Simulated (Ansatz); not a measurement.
# Rh: the cost of one run

Method: DFT LDA, scalar-relativistic, plane waves, PAW, in Ansatz 0.2.0.

23 further runs of the same task are left out: 23 set aside as unsound or not needed.

### Step 1. The structure to begin with

The structure is cubic, space group Fm-3m (No. 225). Conventional cell: a = 3.754 Å, b = 3.754 Å, c = 3.754 Å, α = 90.00°, β = 90.00°, γ = 90.00°. Around Rh (site symmetry m-3m) lie 12 Rh at 2.65 Å.

As a file:

```
CELL_PARAMETERS angstrom
0.00000 1.87704 1.87704
1.87704 0.00000 1.87704
1.87704 1.87704 0.00000
ATOMIC_POSITIONS crystal
Rh 0.00000 0.00000 0.00000
```

This cell was relaxed beforehand with the same method: volume 13.23 Å³/atom, gap on the mesh none (metal).

### Step 2. Plan of the line

The energy is mapped over volume and the cell's shape.

- volume per atom: 7 values from 11.11 to 15.34 Å³
- c/a of the conventional cell: 9 values from 0.629 to 1.167

Nothing else is relaxed (symmetry fixes all fractional coordinates). Energies count from the relaxed crystal. Points are written as (first, second).

### Step 3. Grid point (11.82 Å³, 0.680)

Contents of input.yaml:

```yaml
crystal:
  lattice:
    - [0.0, 2.0560850355, 1.3975209987]
    - [2.0560850355, 0.0, 1.3975209987]
    - [2.0560850355, 2.0560850355, 0.0]
  atoms:
    - { symbol: Rh, position: [0.0, 0.0, 0.0] }
basis:
  ecutwfc: 420
kpoints:
  mp_grid: { grid: [22, 22, 22] }
hamiltonian:
  xc: lda
  pseudopotentials: { kind: paw, azcp: { folder: soft_1 } }
scf:
  occupations: { method: gaussian, width: 0.15 }
output:
  forces: true
  stress: true
  eigenvalues: true
```

Started as:

```
$ ansatz run input.yaml --threads 1 --pin off --max-ram 2048MiB --backend cpu --events-out ev --progress --plain --runs-dir out
```

What time and memory should one allow on 1 thread of Arm Neoverse N1, shared host?

About 14 s, with a peak of 0.38 GiB.
